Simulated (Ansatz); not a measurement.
# Si2Mo: stress in a strained cell

Aim: deform Si2Mo (equal xx and yy strain of -1 %) and compute stress, forces and field gradients with LAPW, PAW and all-electron datasets made for the crystal.

Program: Ansatz 0.2.0. Level of theory: DFT PBEsol, scalar-relativistic. These are calculated values, not measurements.

**1. Starting point**

The structure is tetragonal, space group I4/mmm (No. 139). Conventional cell: a = 3.200 Å, b = 3.200 Å, c = 7.861 Å, α = 90.00°, β = 90.00°, γ = 90.00°. Si (site symmetry 4mm) is surrounded by 5 Si at 2.61 to 2.63 Å and 5 Mo at 2.62 Å. Around Mo (site symmetry 4/mmm) lie 10 Si at 2.62 Å.

Structure file:

```cif
data_structure
_symmetry_space_group_name_H-M 'I4/mmm'
_symmetry_Int_Tables_number 139
_cell_length_a 3.2000
_cell_length_b 3.2000
_cell_length_c 7.8610
_cell_angle_alpha 90.000
_cell_angle_beta 90.000
_cell_angle_gamma 90.000
_cell_volume 80.50
loop_
_atom_site_label
_atom_site_type_symbol
_atom_site_symmetry_multiplicity
_atom_site_Wyckoff_symbol
_atom_site_fract_x
_atom_site_fract_y
_atom_site_fract_z
_atom_site_occupancy
Si1 Si 4 e 0.00000 0.00000 0.33300 1
Mo1 Mo 2 a 0.00000 0.00000 0.00000 1
```

The file gives the conventional cell by its symmetry; the runs use the cell typed in the input.

Atoms are numbered in the order of the input: Si1, Si2, Mo3.

**2. After the deformation**

Space group I4/mmm before, I4/mmm after.

**3. LAPW, all electrons**

Input file input.yaml:

```yaml
crystal:
  lattice:
    - [-1.584, 1.584, 3.9305]
    - [1.584, -1.584, 3.9305]
    - [1.584, 1.584, -3.9305]
  atoms:
    - { symbol: Si, position: [0.333, 0.333, 0.0] }
    - { symbol: Si, position: [0.667, 0.667, 0.0] }
    - { symbol: Mo, position: [0.0, 0.0, 0.0] }
kpoints:
  mp_grid: { grid: [16, 16, 16] }
  band_path:
    path:
      - [0.0, 0.0, 0.0]
      - [0.0, 0.0, 0.5]
      - [0.25, 0.25, 0.25]
      - [0.0, 0.5, 0.0]
      - [0.0, 0.0, 0.0]
      - [0.5, 0.5, -0.5]
      - [0.2906026858, 0.7093973142, -0.2906026858]
      - [-0.2906026858, 0.2906026858, 0.2906026858]
      - [0.0, 0.0, 0.0]
    npoints: 5
scf:
  occupations: { method: fermi_dirac, width: 0.08 }
hamiltonian:
  xc: pbesol
  pseudopotentials: { kind: all_electron, lapw: { basis_error: 0.001 } }
output:
  forces: true
  stress: true
  eigenvalues: true
```

Launch:

```bash
ansatz run input.yaml --threads 1 --pin off --max-ram 4096MiB --backend cpu --events-out ev --progress --plain --runs-dir out
```

The program printed (excerpt; [...] marks lines left out):

```text
LAPW: plane waves up to 7.716 Å⁻¹, error target 1.0e-3 eV per atom; small_component_spin mean_spin; Si in spheres of 1.164 Å, 12 of its electrons in bands, Dirac shells []; Mo in spheres of 1.433 Å, 24 of its electrons in bands, Dirac shells []
[...]
Pseudopotentials: kind: all_electron
Pseudopotential: Si, LAPW, valence charge 12, Koelling and Harmon's equation, gaussian nucleus
Pseudopotential: Mo, LAPW, valence charge 24, Koelling and Harmon's equation, gaussian nucleus
Functional definition: PBEsol
[...]
Crystal: 3 atoms, lattice volume = 39.447 Å³
Basis set: ecut = 226.8313810187974 eV, 309 PW (Γ), FFT grids on a1+a3, a2+a3, a3, exchange–correlation at level 2
Bands: 29, of which v1, the nominal top of the filled ones, is band 24 counted from 1 (23 counted from 0)
Symmetry: 16 space group operations
Space group: I4/mmm (ITA 139), of the structure as read, at distance tolerance 3.4e-5 Å
k-points: 349 of 4096
[...]
SCF iter   1: F=—  HF=-125877.893089 eV  |F-HF|=—  |Δ(HF+E_count)|=         —  Δρ=4.29e-2  dr2=8.22e-1  ethr=1.71e-3  ⟨swp⟩=2.0  Hψ=67235  notcnv=0
[...]
the basis was enlarged: its passes take 366.0 KiB over the memory plan, 1 of 1 planned eigensolver slots
[...]
SCF iter  10: F=-125877.037594 eV  HF=-125877.037594 eV  |F-HF|=1.33e-8  |Δ(HF+E_count)|=   5.39e-8  Δρ=2.93e-6  dr2=6.88e-9  ethr=4.19e-10  ⟨swp⟩=2.0  Hψ=28493  notcnv=0
[...]
NSCF: frozen V_eff on 41 k-points
SCF converged after 10 iterations
Free energy (F): -125877.037594 eV
[...]
E sigma→0 (E₀):  -125877.034472 eV
Entropy (-TS):   -0.006245 eV (-2.082 meV/atom)
Fermi energy:    18.465245 eV
[...]
--- Forces (eV/Å), atoms counted from 1 ---
  atom   1  Si    -0.00000000     0.00000000     0.29756289
  atom   2  Si    -0.00000000     0.00000000    -0.29756289
  atom   3  Mo     0.00000000     0.00000000     0.00000000
[...]
--- Stress (GPa, compression-positive) ---
        3.122531       0.000000       0.000000
        0.000000       3.122531       0.000000
        0.000000       0.000000      -1.583147
  P = ⅓ Tr σ = 1.5540 GPa (15.540 kbar)
--- Band table (eV; the first three rows and the last of 349) ---
[...]
```

Run time: 1.9 min. Hardware: 1 thread of Arm Neoverse V1, shared host; peak memory 1.1 GiB.

In short: pressure 1.55 GPa; no gap; largest force 0.298 eV/Å.

**4. Frozen-core PAW**

Input file input.yaml:

```yaml
crystal:
  lattice:
    - [-1.584, 1.584, 3.9305]
    - [1.584, -1.584, 3.9305]
    - [1.584, 1.584, -3.9305]
  atoms:
    - { symbol: Si, position: [0.333, 0.333, 0.0] }
    - { symbol: Si, position: [0.667, 0.667, 0.0] }
    - { symbol: Mo, position: [0.0, 0.0, 0.0] }
kpoints:
  mp_grid: { grid: [16, 16, 16] }
scf:
  occupations: { method: fermi_dirac, width: 0.08 }
hamiltonian:
  xc: pbesol
  pseudopotentials: { kind: paw }
output:
  forces: true
  stress: true
  eigenvalues: true
  efg: { contact_densities: true }
  write_density: true
  write_potential: true
  elf: true
  volumetric_format: npy
```

Launch:

```bash
ansatz run input.yaml --threads 1 --pin off --max-ram 4096MiB --backend cpu --events-out ev --progress --plain --runs-dir out
```

The program printed (excerpt; [...] marks lines left out):

```text
Mo: output.efg is read without spin–orbit coupling, which moves field gradients at and beside such atoms by some per cent and up to a factor of two; PAW files take it under magnetization.noncollinear and magnetization.spin_orbit
[...]
Pseudopotentials: kind: paw
Pseudopotential: Si, paw, valence charge 4, recommended cutoff 420 eV (normal)
Pseudopotential: Mo, paw, valence charge 14, recommended cutoff 420 eV (normal)
Functional definition: PBEsol
[...]
Crystal: 3 atoms, lattice volume = 39.447 Å³
Basis set: ecut = 420 eV, 769 PW (Γ), exchange–correlation on 64×64×64 points (8 copies of the dense FFT grid, shifted against one another)
Bands: 15, of which v1, the nominal top of the filled ones, is band 11 counted from 1 (10 counted from 0)
Symmetry: 16 space group operations
Space group: I4/mmm (ITA 139), of the structure as read, at distance tolerance 3.4e-5 Å
k-points: 349 of 4096
[...]
--- Stress (GPa, compression-positive) ---
        3.085293       0.000000      -0.000000
        0.000000       3.085293       0.000000
        0.000000      -0.000000      -1.621476
  P = ⅓ Tr σ = 1.5164 GPa (15.164 kbar)
--- PAW observables at the nuclei: V_zz in 10²¹ V/m², potentials from the cell's mean, atoms counted from 1 ---
  atom   1  Si V_zz =    -1.050541   η = 0.0000   by run symmetry: allowed
            electrostatic potential = -1368.577986 V   contact ρ = 12761.182336 e/Å³
  atom   2  Si V_zz =    -1.050541   η = 0.0000   by run symmetry: allowed
            electrostatic potential = -1368.577986 V   contact ρ = 12761.182336 e/Å³
  atom   3  Mo V_zz =    -4.980169   η = 0.0000   by run symmetry: allowed
            electrostatic potential = -6358.369354 V   contact ρ = 594298.991509 e/Å³
--- Band table (eV; the first three rows and the last of 349) ---
  k-point 0: bands = ["-44.3429", "-18.5564", "-18.4274", "-18.4274", "2.6524", "9.7801", "12.7150", "13.1095", "13.6073", "13.6073", "16.7526", "19.2931", "19.5382", "20.0447", "20.0447"]
[...]
```

It took 20 s on 1 thread of Arm Neoverse V1, shared host; peak memory 0.5 GiB.

Read from it: pressure 1.52 GPa; no gap; largest force 0.298 eV/Å; Vzz Si1 -1.05 (η = 0.00), Mo3 -4.98 (η = 0.00) (10²¹ V/m²).

The fields are shown in the conventional cell of this run's space group, carried over from its grid by interpolation.

Density in a lattice plane of the grid's cell (edges 3.17 and 7.86 Å, at 0.000 of the third edge), which holds Si and Mo.

Ten even steps from '0' (0.06 e/Å³) to '9' (6.32 e/Å³):
```
9730000037
2100000001
0000000000
0000000000
0000000000
0000000000
0000000000
0000000000
0000000000
0000000000
0000000000
0000000000
0000000000
0000000000
0000000000
0000000000
0000000000
2100000001
9730000037
9951000159
```
Columns run along the first of these edges and rows up along the second, over one cell in 10 and 20 even steps from the bottom left corner. Atoms in the plane (fractional): Si at (0.00, 0.33), Si at (0.00, 0.67), Mo at (0.00, 0.00).

ELF in the same plane.

Ten even steps from ' ' (0.12) to '@' (0.73):
```
@@@@##....--....##@@
**++::..--==--..::++
..::::----------::::
@@@@##==..  ..==##@@
%%%%%%==..  ..==%%%%
--::==++::  ::++==::
++::++##++--++##++::
..==%%%%**==**%%%%==
**####**==--==**####
++++++====--====++++
**####**==--==**####
..==%%%%**==**%%%%==
++::++##++--++##++::
--::==++::  ::++==::
%%%%%%==..  ..==%%%%
@@@@##==..  ..==##@@
..::::----------::::
**++::..--==--..::++
@@@@##....--....##@@
..##%%::..--..::%%##
```
Columns run along the first of these edges and rows up along the second, over one cell in 10 and 20 even steps from the bottom left corner. Atoms in the plane (fractional): Si at (0.00, 0.33), Si at (0.00, 0.67), Mo at (0.00, 0.00).

Both are smooth fields of the valence electrons: close to the nuclei they are not physical.

Outside the cores ELF peaks at 0.77 on the Si–Mo line, 0.8 Å from Si.

**5. All-electron PAW on datasets made for the crystal**

Changes to input.yaml since step 4:

```diff
@@ -15,3 +15,3 @@
   xc: pbesol
-  pseudopotentials: { kind: paw }
+  pseudopotentials: { kind: all_electron, datasets: crystal }
 output:
@@ -21,5 +21 @@
   efg: { contact_densities: true }
-  write_density: true
-  write_potential: true
-  elf: true
-  volumetric_format: npy
```

Launch:

```bash
ansatz run input.yaml --threads 1 --pin off --max-ram 4096MiB --backend cpu --events-out ev --progress --plain --runs-dir out
```

The program printed (excerpt; [...] marks lines left out):

```text
[...]
Mo: output.efg is read without spin–orbit coupling, which moves field gradients at and beside such atoms by some per cent and up to a factor of two; PAW files take it under magnetization.noncollinear and magnetization.spin_orbit
[...]
Pseudopotentials: kind: all_electron
Pseudopotential: Si, paw, valence charge 12, recommended cutoff 300 eV (normal), Koelling and Harmon's equation, gaussian nucleus
Pseudopotential: Mo, paw, valence charge 14, recommended cutoff 300 eV (normal), Koelling and Harmon's equation, gaussian nucleus
Functional definition: PBEsol
[...]
Crystal: 3 atoms, lattice volume = 39.447 Å³
Basis set: ecut = 300 eV, 455 PW (Γ), FFT grids on a1+a3, a2+a3, a3, exchange–correlation on 36×36×54 points (8 copies of the dense FFT grid, shifted against one another)
Bands: 11, of which v1, the nominal top of the filled ones, is band 7 counted from 1 (6 counted from 0)
[...]
--- Stress (GPa, compression-positive) ---
        3.120751       0.000000      -0.000000
        0.000000       3.120751       0.000000
        0.000000       0.000000      -1.584203
  P = ⅓ Tr σ = 1.5524 GPa (15.524 kbar)
  It holds what live shells' own plane waves past their cutoff add
--- PAW observables at the nuclei: V_zz in 10²¹ V/m², potentials from the cell's mean, atoms counted from 1 ---
  atom   1  Si V_zz =    -1.026844   η = 0.0000   by run symmetry: allowed
            electrostatic potential = -1367.126161 V   contact ρ = 12770.078860 e/Å³
  atom   2  Si V_zz =    -1.026844   η = 0.0000   by run symmetry: allowed
            electrostatic potential = -1367.126161 V   contact ρ = 12770.078860 e/Å³
  atom   3  Mo V_zz =    -5.052155   η = 0.0000   by run symmetry: allowed
            electrostatic potential = -6356.557552 V   contact ρ = 594347.479594 e/Å³
--- Band table (eV; the first three rows and the last of 349) ---
  k-point 0: bands = ["4.8348", "11.9612", "14.8952", "15.2927", "15.7899", "15.7899", "18.9364", "21.4787", "21.7188", "22.2262"]
[...]
```

Run time: 39 s. Hardware: 1 thread of Arm Neoverse V1, shared host; peak memory 0.9 GiB.

In short: pressure 1.55 GPa; no gap; largest force 0.298 eV/Å; Vzz Si1 -1.03 (η = 0.00), Mo3 -5.05 (η = 0.00) (10²¹ V/m²).

**6. Side by side**

Stress (GPa, compression positive):

| method | xx | yy | zz | yz | xz | xy |
| --- | --- | --- | --- | --- | --- | --- |
| LAPW | 3.12 | 3.12 | -1.58 | 0.00 | 0.00 | 0.00 |
| PAW | 3.09 | 3.09 | -1.62 | 0.00 | 0.00 | 0.00 |
| crystal datasets | 3.12 | 3.12 | -1.58 | 0.00 | 0.00 | 0.00 |

Forces (eV/Å):

| atom | LAPW x | LAPW y | LAPW z | PAW x | PAW y | PAW z | crystal datasets x | crystal datasets y | crystal datasets z |
| --- | --- | --- | --- | --- | --- | --- | --- | --- | --- |
| Si1 | 0.000 | 0.000 | 0.298 | 0.000 | 0.000 | 0.298 | 0.000 | 0.000 | 0.298 |
| Si2 | 0.000 | 0.000 | -0.298 | 0.000 | 0.000 | -0.298 | 0.000 | 0.000 | -0.298 |
| Mo3 | 0.000 | 0.000 | 0.000 | 0.000 | 0.000 | 0.000 | 0.000 | 0.000 | 0.000 |

| method | pressure (GPa) | largest force (eV/Å) | Vzz Si1 (10²¹ V/m²) | Vzz Mo3 (10²¹ V/m²) | SCF cycles, by the record's count |
| --- | --- | --- | --- | --- | --- |
| LAPW | 1.55 | 0.298 | – | – | 10 |
| PAW | 1.52 | 0.298 | -1.05 | -4.98 | 6 |
| crystal datasets | 1.55 | 0.298 | -1.03 | -5.05 | 9 |

**7. What came out**

```
                                 quantity                                           value
                                 pressure  LAPW 1.55, PAW 1.52, crystal datasets 1.55 GPa
largest shear or deviatoric stress (LAPW)                                        3.14 GPa
```

In words: The largest part of the stress beyond the pressure is 3.14 GPa in size, in the zz component; the atoms are carried along and not relaxed. No run of the undeformed cell stands beside it, so pressure and stress hold what the given cell had before the change, as far as its symmetry allows. PAW: stress within 0.04 GPa of LAPW, forces within 1 meV/Å. Crystal datasets: stress within 0.01 GPa of LAPW, forces within 1 meV/Å.
